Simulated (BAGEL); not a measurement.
# GeHCl3 (SMILES [Cl][GeH]([Cl])[Cl]), step by step

Wanted: a single-point energy (HF/def2-SV(P)), then the energy (NEVPT2(2,2)/def2-SV(P)), then a single-point energy (CASPT2(2,2)/def2-SV(P)) of GeHCl3. 

The calculation is run with BAGEL 1.2.2.

## (1) The system as given

The species is GeHCl3 (5 atoms), meant as a singlet with charge 0. SMILES: `[Cl][GeH]([Cl])[Cl]`. The Cl1–Ge2 distance was set to 4.890 Å, away from the relaxed value. At this shape a bond of the SMILES string is far longer than usual.

Bond lengths: Ge2–Cl3 2.126 Å, Ge2–Cl4 2.126 Å, Ge2–H5 1.525 Å. Angles: Cl3–Ge2–Cl4 108.5°, Cl3–Ge2–H5 110.5°, Cl4–Ge2–H5 110.5°.

## (2) The energy at HF/def2-SV(P) (density fitting with svp-jkfit) (run 1)

Contents of hf.json:

```json
{ "bagel" : [

{
  "title" : "molecule",
  "basis" : "def2-sv_p_.json",
  "df_basis" : "svp-jkfit",
  "angstrom" : "true",
  "geometry" : [
    { "atom" : "Cl", "xyz" : [   -2.841810,   -0.147218,    3.903523 ] },
    { "atom" : "Ge", "xyz" : [    0.102400,    0.090600,    0.006200 ] },
    { "atom" : "Cl", "xyz" : [    1.117900,   -1.767600,   -0.185300 ] },
    { "atom" : "Cl", "xyz" : [   -1.095100,    0.385600,   -1.725800 ] },
    { "atom" : "H", "xyz" : [    1.102600,    1.230700,    0.163000 ] }
  ]
},
{
  "title" : "hf"
},
{
  "title" : "print",
  "file" : "orbitals.molden",
  "orbitals" : "true"
}

]}
```

The basis set def2-SV(P) is read from a file made from the Basis Set Exchange's data (not shown).

Started as:

```
$ BAGEL_NUM_THREADS=1 BAGEL hf.json > hf.out
```

What it wrote:

```text
* using 1 threads per process

  ===============================================================
  ===============================================================

  *** Geometry ***

  { "atom" : "Cl", "xyz" : [     -5.370243,     -0.278202,      7.376589 ] },
  { "atom" : "Ge", "xyz" : [      0.193508,      0.171209,      0.011716 ] },
  { "atom" : "Cl", "xyz" : [      2.112525,     -3.340280,     -0.350166 ] },
  { "atom" : "Cl", "xyz" : [     -2.069439,      0.728678,     -3.261289 ] },
  { "atom" : "H", "xyz" : [      2.083612,      2.325686,      0.308025 ] },

  Number of auxiliary basis functions:      668

  Since a DF basis is specified, we compute 2- and 3-index integrals:
    o Being stored without compression. Storage requirement is 0.041 GB

  Number of basis functions:       88
  Number of electrons      :       84

    * METHOD: MOLECULE                             0.50

  *** RHF ***

  === Nuclear Repulsion ===
   444.3235522286

      * DIIS with orbital gradients will be used.

  === RHF iteration (def2-sv_p_.json) ===
      0      -3453.48242049          0.01000273           0.27
      1      -3453.05980206          0.01445504           0.26
      2      -3453.57816913          0.00438617           0.26
      3      -3453.60293707          0.00261224           0.26
      4      -3453.62285141          0.00122111           0.26
      5      -3453.62829136          0.00114944           0.26
      6      -3453.64017461          0.00099241           0.26
      7      -3453.63858902          0.00166581           0.26
      8      -3453.63665685          0.00194927           0.26
      9      -3453.64234607          0.00081355           0.26
     10      -3453.64360785          0.00006662           0.26
     11      -3453.64361999          0.00001927           0.26
     12      -3453.64362061          0.00000892           0.25
     13      -3453.64362079          0.00000395           0.26
     14      -3453.64362082          0.00000127           0.26
     15      -3453.64362083          0.00000054           0.26
     16      -3453.64362083          0.00000043           0.26
     17      -3453.64362084          0.00000038           0.26
     18      -3453.64362084          0.00000024           0.26
     19      -3453.64362084          0.00000013           0.26
     20      -3453.64362084          0.00000007           0.26
     21      -3453.64362084          0.00000003           0.26
     22      -3453.64362084          0.00000001           0.26
    * SCF iteration converged.

    * Permanent dipole moment:
           (   -2.796405,    -0.542647,     3.258922) a.u.

    * METHOD: HF                                   6.37

    * METHOD: PRINT                                0.02

  ===============================================================
```

It took 7.2 s on 1 thread of Arm Neoverse V1, shared host; peak memory 0.19 GiB.

## (3) A single-point energy at NEVPT2(2,2)/def2-SV(P) (density fitting with svp-jkfit) (run 2)

Contents of nevpt2.json:

```json
{ "bagel" : [

{
  "title" : "molecule",
  "basis" : "def2-sv_p_.json",
  "df_basis" : "svp-jkfit",
  "angstrom" : true,
  "geometry" : [
    { "atom" : "Cl", "xyz" : [      -2.841810,      -0.147218,       3.903523 ] },
    { "atom" : "Ge", "xyz" : [       0.102400,       0.090600,       0.006200 ] },
    { "atom" : "Cl", "xyz" : [       1.117900,      -1.767600,      -0.185300 ] },
    { "atom" : "Cl", "xyz" : [      -1.095100,       0.385600,      -1.725800 ] },
    { "atom" : "H", "xyz" : [       1.102600,       1.230700,       0.163000 ] }
  ]
},

{
  "title" : "hf",
  "charge" : 0
},

{
  "title" : "nevpt2",
  "nstate" : 1,
  "nact" : 2,
  "nclosed" : 41,
  "charge" : 0,
  "active" : [42, 43],
  "maxiter" : 200,
  "natocc" : true,
  "ncore" : 24
},

{
  "title" : "print",
  "file" : "orbitals.molden",
  "orbitals" : true
}

]}
```

The basis set def2-SV(P) is read from a file made from the Basis Set Exchange's data (not shown).

Started as:

```
$ BAGEL_NUM_THREADS=1 BAGEL nevpt2.json > nevpt2.out
```

What it wrote:

```text
* using 1 threads per process

  ===============================================================
  ===============================================================

  *** Geometry ***

  { "atom" : "Cl", "xyz" : [     -5.370243,     -0.278202,      7.376589 ] },
  { "atom" : "Ge", "xyz" : [      0.193508,      0.171209,      0.011716 ] },
  { "atom" : "Cl", "xyz" : [      2.112525,     -3.340280,     -0.350166 ] },
  { "atom" : "Cl", "xyz" : [     -2.069439,      0.728678,     -3.261289 ] },
  { "atom" : "H", "xyz" : [      2.083612,      2.325686,      0.308025 ] },

  Number of auxiliary basis functions:      668

  Since a DF basis is specified, we compute 2- and 3-index integrals:
    o Being stored without compression. Storage requirement is 0.041 GB

  Number of basis functions:       88
  Number of electrons      :       84

    * METHOD: MOLECULE                             0.49

  *** RHF ***

  === Nuclear Repulsion ===
   444.3235522286

      * DIIS with orbital gradients will be used.

  === RHF iteration (def2-sv_p_.json) ===
      0      -3453.48242049          0.01000273           0.27
      1      -3453.05980206          0.01445504           0.26
      2      -3453.57816913          0.00438617           0.26
      3      -3453.60293707          0.00261224           0.26
      4      -3453.62285141          0.00122111           0.26
      5      -3453.62829136          0.00114944           0.26
[... 15 lines of this table left out ...]
     21      -3453.64362084          0.00000003           0.27
     22      -3453.64362084          0.00000001           0.27
    * SCF iteration converged.

    * Permanent dipole moment:
           (   -2.796405,    -0.542647,     3.258922) a.u.

    * METHOD: HF                                   6.49

    * freezing 24 orbitals
  ---------------------------
      CASSCF calculation
  ---------------------------

    ==== Active orbitals : =====
         Orbital 42
         Orbital 43
    ============================

    * nstate   :      1
    * nclosed  :     41
    * nact     :      2
    * nvirt    :     45
  === CASSCF iteration (def2-sv_p_.json) ===

    * Using the second-order algorithm

      0  0     -3453.73890280     9.53e-03      0.06

      1  0     -3453.76164736     3.13e-04      1.49

      2  0     -3453.76158619     1.86e-03      1.53

[... 49 lines of this table left out ...]

     28  0     -3453.76188275     8.88e-09      1.27

    * Second-order optimization converged. *

     guess   0:   closed 1.                   open ..

  === FCI iteration ===

      0  0     -3453.59523012     9.70e-02      0.00
      1  0     -3453.73890470     3.58e-02      0.00
      2  0 *   -3453.76188275     4.45e-16      0.00

     * ci vector, state   0, <S^2> = 0.0000
       2.     0.7225369881
       .2    -0.6913322651

  === DF-NEVPT2 calculation ===

    * 3-index integral transformation done
    * assembly done

      NEVPT2 correlation energy:   -0.5778859111      0.18

          (+0)     -0.4983673099
          (+0)'    -0.0114744696
          (+1)     -0.0220996461
          (+1)'    -0.0000000000
          (+2)     -0.0000047310
          (-1)     -0.0459238038
          (-1)'     0.0000000000
          (-2)     -0.0000159508

      NEVPT2 total energy:       -3454.3397686640

    * METHOD: NEVPT2                              39.77

    * METHOD: PRINT                                0.02

  ===============================================================
```

Run time: 47 s. Hardware: 1 thread of Arm Neoverse V1, shared host; peak memory 0.21 GiB.

## (4) A single-point energy at CASPT2(2,2)/def2-SV(P) (density fitting with svp-jkfit) (run 3)

Contents of input.json:

```json
{ "bagel": [

{
  "title": "molecule",
  "basis": "def2-sv_p_.json",
  "df_basis": "svp-jkfit",
  "angstrom": "true",
  "geometry": [
    { "atom": "Cl", "xyz": [      -2.841810,      -0.147218,       3.903523 ] },
    { "atom": "Ge", "xyz": [       0.102400,       0.090600,       0.006200 ] },
    { "atom": "Cl", "xyz": [       1.117900,      -1.767600,      -0.185300 ] },
    { "atom": "Cl", "xyz": [      -1.095100,       0.385600,      -1.725800 ] },
    { "atom": "H", "xyz": [       1.102600,       1.230700,       0.163000 ] }
  ]
},

{
  "title": "hf"
},

{
  "title": "casscf",
  "nstate": 1,
  "nact": 2,
  "nclosed": 41,
  "active": [42, 43],
  "maxiter": 200,
  "natocc": "true"
},

{
  "title": "print",
  "file": "orbitals.molden",
  "orbitals": "true"
},

{
  "title": "smith",
  "method": "caspt2",
  "ms": "true",
  "xms": "true",
  "sssr": "true",
  "shift": 0.2,
  "shift_imag": "true",
  "ncore": 24
}

]}
```

The basis set def2-SV(P) is read from a file made from the Basis Set Exchange's data (not shown).

Started as:

```
$ BAGEL_NUM_THREADS=1 BAGEL input.json > input.out
```

What it wrote:

```text
* using 1 threads per process

  ===============================================================
  ===============================================================

  *** Geometry ***

  { "atom" : "Cl", "xyz" : [     -5.370243,     -0.278202,      7.376589 ] },
  { "atom" : "Ge", "xyz" : [      0.193508,      0.171209,      0.011716 ] },
  { "atom" : "Cl", "xyz" : [      2.112525,     -3.340280,     -0.350166 ] },
  { "atom" : "Cl", "xyz" : [     -2.069439,      0.728678,     -3.261289 ] },
  { "atom" : "H", "xyz" : [      2.083612,      2.325686,      0.308025 ] },

  Number of auxiliary basis functions:      668

  Since a DF basis is specified, we compute 2- and 3-index integrals:
    o Being stored without compression. Storage requirement is 0.041 GB

  Number of basis functions:       88
  Number of electrons      :       84

    * METHOD: MOLECULE                             0.49

  *** RHF ***

  === Nuclear Repulsion ===
   444.3235522286

      * DIIS with orbital gradients will be used.

[... 6 lines left out ...]
    * SCF iteration converged.
[... 1 line left out ...]
    * Permanent dipole moment:
[... 27 lines left out ...]
    * Second-order optimization converged. *
[... 9 lines left out ...]
     * ci vector, state   0, <S^2> = 0.0000
[... 16 lines left out ...]
    * Zeroth order energy : state  0       -0.4625260261

    * CASPT2 iteration is performed using orthogonal basis

      -------------------------------------------  CASPT2 iteration  ---------------------------------------------------
       #      aibj      arbs      arbi      airj      risj      airs      arst      rist         Etot      error   time
      ------------------------------------------------------------------------------------------------------------------

       0  -0.49635  -0.00002  -0.05004  -0.02450  -0.00001  -0.01126   0.00000   0.00000   -0.5821646  0.0003248   0.10
       1  -0.49636  -0.00002  -0.05005  -0.02450  -0.00001  -0.01129  -0.00000  -0.00000   -0.5822323  0.0000261   0.09
       2  -0.49636  -0.00002  -0.05005  -0.02450  -0.00001  -0.01129  -0.00000  -0.00000   -0.5822328  0.0000021   0.09
       3  -0.49636  -0.00002  -0.05005  -0.02450  -0.00001  -0.01129  -0.00000  -0.00000   -0.5822328  0.0000002   0.09

      ------------------------------------------------------------------------------------------------------------------

    * CASPT2 energy : state  0    -3454.3471276296
        w/o shift correction      -3454.3441155378
        reference weight              0.8409330189

    * METHOD: SMITH                                0.92

  ===============================================================
```

Wall time 47 s (1 thread of Arm Neoverse V1, shared host); peak memory 0.21 GiB.

## (5) What came out

| quantity | value |
| --- | --- |
| run 1, HF/def2-SV(P): total energy | -3453.64362 Eh |
| run 1, HF/def2-SV(P): dipole moment | 11.00 D |
| run 1, HF/def2-SV(P): HOMO energy | -7.73 eV |
| run 1, HF/def2-SV(P): LUMO energy | -3.96 eV |
| run 1, HF/def2-SV(P): HOMO–LUMO gap | 3.76 eV |
| run 2, NEVPT2(2,2)/def2-SV(P): total energy | -3454.33977 Eh |
| run 3, CASPT2(2,2)/def2-SV(P): total energy | -3454.34713 Eh |

What this shows: One bond (run 1, HF/def2-SV(P)) is far stretched, which a spin-restricted single reference describes badly; a broken-symmetry solution may lie lower.
